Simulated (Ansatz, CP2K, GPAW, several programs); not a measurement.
# What each method gives for LiH (Fm-3m)

A 2-atom cell of LiH started from a crystallographic database with hydrogen sites as listed, relaxed with r2SCAN+rVV10 in Ansatz, was computed with several methods. It is cubic, Fm-3m (No. 225); a = 3.997 Å in the conventional setting, 7.98 Å³ an atom. Li is surrounded by 6 H at 2.00 Å; H is surrounded by 6 Li at 2.00 Å. No spin polarisation and no zero-point or thermal motion.

```
CELL_PARAMETERS angstrom
0.00000 1.99847 1.99847
1.99847 0.00000 1.99847
1.99847 1.99847 0.00000
ATOMIC_POSITIONS crystal
Li 0.00000 0.00000 0.00000
H 0.50000 0.50000 0.50000
```

Gaps and times are for a single point on this cell; volume and bulk modulus come from each method's own relaxation or energy curve at fixed shape. Times are rough, from shared hosts (Arm Neoverse V1), and each method has its own mesh and cell size. Gaps from k meshes are read at a limited set of points (mesh, symmetry points, PBE's band edges), so each method's own least gap may be somewhat smaller. Minimal bases can be far off for gaps. PBE/DZVP lies far from plane-wave PBE here, an effect of basis or sampling. GLLB-SC's gap includes the derivative discontinuity. d marks a direct gap, i an indirect one (no mark: not told apart), a dash a value that wasn't computed or didn't pass its checks.

```json
{"method": "light PBE (260 eV and a coarse mesh)", "kind": "light plane-wave", "gap (eV)": "2.95 d", "own volume (Å³/atom)": "–", "bulk modulus (GPa)": "–", "atoms computed": "2", "processor time": "0.36 s"}
{"method": "PBE", "kind": "semilocal", "gap (eV)": "2.98 d", "own volume (Å³/atom)": "–", "bulk modulus (GPa)": "–", "atoms computed": "2", "processor time": "0.73 s"}
{"method": "r2SCAN", "kind": "semilocal", "gap (eV)": "3.63 d", "own volume (Å³/atom)": "–", "bulk modulus (GPa)": "–", "atoms computed": "2", "processor time": "1.6 s"}
{"method": "GLLB-SC (GPAW)", "kind": "model potential", "gap (eV)": "6.35", "own volume (Å³/atom)": "–", "bulk modulus (GPa)": "–", "atoms computed": "2", "processor time": "3.1 s"}
{"method": "PBE/single zeta (GPAW)", "kind": "small basis", "gap (eV)": "4.64 i", "own volume (Å³/atom)": "–", "bulk modulus (GPa)": "–", "atoms computed": "2", "processor time": "4.5 s"}
{"method": "PBE/SZV (CP2K)", "kind": "small basis", "gap (eV)": "2.19 i", "own volume (Å³/atom)": "8.00", "bulk modulus (GPa)": "43", "atoms computed": "2", "processor time": "18 s"}
{"method": "PBE/DZVP (CP2K)", "kind": "small basis", "gap (eV)": "2.52 d", "own volume (Å³/atom)": "7.84", "bulk modulus (GPa)": "40", "atoms computed": "2", "processor time": "43 s"}
```

Against r2SCAN (3.63 eV) and with closed or daggered gaps left aside, the nearest gap at the points sampled is that of PBE (-0.65 eV) and the farthest that of GLLB-SC (GPAW) (+2.72 eV). r2SCAN is only a yardstick of convenience: semilocal gaps usually lie below measured ones, which GLLB-SC and hybrids aim to mend.
